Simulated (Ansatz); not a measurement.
# C2H4OSSi: ladder of methods at one geometry, by script

How do the methods compare on C2H4OSSi, in result and in cost? Aim: a ladder of methods at one geometry, for C2H4OSSi, run from a script. SMILES: O[SiH]1C=C1S.

All numbers are computed with Ansatz 0.2.0 through its Python package. The levels of theory stand in the script.

**1. The system**

Bond lengths: O1–Si2 1.626 Å, Si2–C3 1.803 Å, Si2–C4 1.675 Å, C3–C4 1.262 Å, C4–S5 1.696 Å, O1–H6 1.011 Å, Si2–H7 1.510 Å, C3–H8 1.053 Å, S5–H9 1.317 Å. Angles: O1–Si2–C3 111.0°, O1–Si2–C4 122.8°, O1–Si2–H7 113.6°, C3–Si2–C4 42.4°, C3–Si2–H7 109.4°, C4–Si2–H7 122.8°, Si2–O1–H6 114.7°, Si2–C3–C4 63.4°, Si2–C3–H8 146.4°, C4–C3–H8 149.7°, Si2–C4–C3 74.3°, Si2–C4–S5 149.1°, C3–C4–S5 136.0°, C4–S5–H9 98.3°.

The script holds or builds the structure itself.

**2. The code**

run_methods.py

```python
"""One geometry of C2H4OSSi, method by method."""

from pathlib import Path

import ansatz as az
import numpy as np

GEOMETRY = """
O     0.38660    1.38960    1.71520
Si    0.85030    0.73600    0.30050
C     0.19340   -0.93320    0.11500
C    -0.20830   -0.07200   -0.71590
S    -1.38000   -0.01290   -1.94060
H    -0.60860    1.35520    1.89130
H     2.34760    0.70870    0.11040
H     0.24060   -1.93570    0.43480
H    -1.73300   -1.28200   -1.92790
"""

mol = az.Crystal.molecule()
for line in GEOMETRY.strip().splitlines():
    symbol, *xyz = line.split()
    mol = mol.atom(symbol, [float(v) for v in xyz])

job = mol.calculation().basis(gaussian="def2-SVP")

print("functional    E (Ha)        dipole (D)   HOMO (eV)  LUMO (eV)")
for name in ["pbe0", "blyp", "hse06", "hf", "revpbe", "r2scan0"]:
    r = job.functional(name).forces().orbitals().run(threads=1, runs_dir="runs").report
    lines = Path(r["orbitals_path"]).read_text().splitlines()
    field_of = lambda key: [line.split("=")[1].strip() for line in lines if line.startswith(key)]
    orbitals = [(27.211386 * float(e), s, float(n)) for e, s, n in zip(field_of("Ene="), field_of("Spin="), field_of("Occup="))]
    homo = max(e for e, _, n in orbitals if n > 0.5)
    lumo = min(e for e, _, n in orbitals if n < 0.5)
    dipole = 4.803205 * np.linalg.norm(r["charge_distribution"]["dipole_moment_e_ang"])
    print(f"{name:10s} {r['free_energy_ev'] / 27.211386246:14.6f} {dipole:9.3f} {homo:11.3f} {lumo:10.3f}")
```

**3. What the engine is handed**

The package turns the script's settings into the engine's input (first run):

```yaml
crystal:
  periodic: [false, false, false]
  atoms:
    - { symbol: O, position_ang: [0.3866, 1.3896, 1.7152] }
    - { symbol: Si, position_ang: [0.8503, 0.736, 0.3005] }
    - { symbol: C, position_ang: [0.1934, -0.9332, 0.115] }
    - { symbol: C, position_ang: [-0.2083, -0.072, -0.7159] }
    - { symbol: S, position_ang: [-1.38, -0.0129, -1.9406] }
    - { symbol: H, position_ang: [-0.6086, 1.3552, 1.8913] }
    - { symbol: H, position_ang: [2.3476, 0.7087, 0.1104] }
    - { symbol: H, position_ang: [0.2406, -1.9357, 0.4348] }
    - { symbol: H, position_ang: [-1.733, -1.282, -1.9279] }
basis:
  gaussian:
    orbitals: def2-SVP
hamiltonian:
  xc: pbe0
output:
  orbitals: {}
  forces: true
```

**4. The run**

Started as:

```sh
python run_methods.py
```

The program printed:

```text
functional    E (Ha)        dipole (D)   HOMO (eV)  LUMO (eV)
pbe0          -840.691786     1.326      -6.592     -0.155
blyp          -841.061169     1.316      -5.145     -0.877
hse06         -840.670413     1.329      -6.195     -0.535
hf            -838.980697     1.111      -9.173      3.134
revpbe        -840.943144     1.354      -5.312     -0.956
r2scan0       -840.961792     1.327      -6.776     -0.043
```

Wall time 28 s (1 thread of Arm Neoverse V1, shared host); peak memory 0.28 GiB.

**5. Inputs of later runs**

The engine's inputs for some of the other runs:

Run 2, against run 1:

```diff
@@ -17 +17 @@
-  xc: pbe0
+  xc: blyp
```

Run 3, against run 1:

```diff
@@ -17 +17 @@
-  xc: pbe0
+  xc: hse06
```

Run 5, against run 1:

```diff
@@ -17 +17 @@
-  xc: pbe0
+  xc: revpbe
```

**6. Run by run**

The 6 runs, in the order started:

```csv
run,functional,energy (eV),SCF cycles,CPU time (s)
1,pbe0,-22876.3889,19,4.7
2,blyp,-22886.4403,20,3.5
3,hse06,-22875.8073,18,5.2
4,hf,-22829.8278,12,2
5,revpbe,-22883.2287,21,3.5
6,r2scan0,-22883.7361,18,8.8
```

Totals under unlike functionals or potentials can't be compared directly.

The fields below are those of run 1.

**7. Pictures from the orbitals**

The fields below are evaluated on a grid from the run's orbitals.

Frontier orbitals at PBE0/def2-SVP, with the share of their density that lies nearest to each atom:

```csv
orbital,energy (eV),lies on
HOMO-1,-6.79,S5 54 %; C3 20 %; C4 8 %
HOMO,-6.59,C3 35 %; Si2 17 %; S5 15 %
LUMO,-0.15,Si2 36 %; H7 20 %; C4 15 %
```

ELF in a plane through or near 2 of the atoms.

Values, 10 rows by 14 columns:
```
0.00 0.00 0.00 0.00 0.00 0.00 0.00 0.00 0.00 0.00 0.00 0.00 0.00 0.00
0.00 0.00 0.00 0.00 0.00 0.00 0.00 0.00 0.00 0.00 0.00 0.00 0.00 0.00
0.00 0.00 0.00 0.02 0.22 0.49 0.01 0.00 0.12 0.68 0.38 0.03 0.00 0.00
0.00 0.00 0.03 0.47 0.75 0.75 0.06 0.08 0.20 0.79 0.48 0.16 0.01 0.00
0.00 0.00 0.11 0.84 0.57 0.77 0.19 0.61 0.53 0.46 0.97 0.96 0.16 0.00
0.00 0.00 0.01 0.30 0.49 0.19 0.40 0.70 0.81 0.10 0.93 0.96 0.13 0.00
0.00 0.00 0.00 0.01 0.08 0.43 0.85 0.59 0.65 0.05 0.02 0.07 0.00 0.00
0.00 0.00 0.00 0.02 0.15 0.10 0.20 0.33 0.22 0.03 0.00 0.00 0.00 0.00
0.00 0.00 0.00 0.00 0.01 0.01 0.00 0.01 0.01 0.00 0.00 0.00 0.00 0.00
0.00 0.00 0.00 0.00 0.00 0.00 0.00 0.00 0.00 0.00 0.00 0.00 0.00 0.00
```
The map spans 10.9 Å across and 8.4 Å up, centred on the molecule. Atoms in the plane (x, y in Å): O1 (-2.1, 0.8), H9 (2.9, 0.4).

On the surface of density 0.002 e/bohr³ the electrostatic potential runs, from the 1st to the 99th percentile, from -1.31 V near O1 to 2.13 V near H6.

**8. What came out**

| quantity | value |
| --- | --- |
| runs compared | 6 |
| HOMO-LUMO gap of the mean field (PBE0/def2-SVP) | 6.44 eV |

**Reading.** The dearest, run 6 (r2scan0), took some 4.5 times as long as run 4 (hf). Reading the output:
- The geometry is a force-field or estimated start, not a minimum of this method, and the basis set is short of its limit. A lower total doesn't mark the better method: functionals have no common bound, and MP2 and coupled cluster aren't variational.
- Levels such as HOMO and LUMO are orbital energies: with these approximate functionals they aren't the ionisation energy and electron affinity, and their gap isn't the fundamental gap.
- hse06 follows the composition of plane-wave codes, whose totals differ by tens of mHa, up to about 0.1 Ha, from the form usual in Gaussian-basis programs (wpbeh).
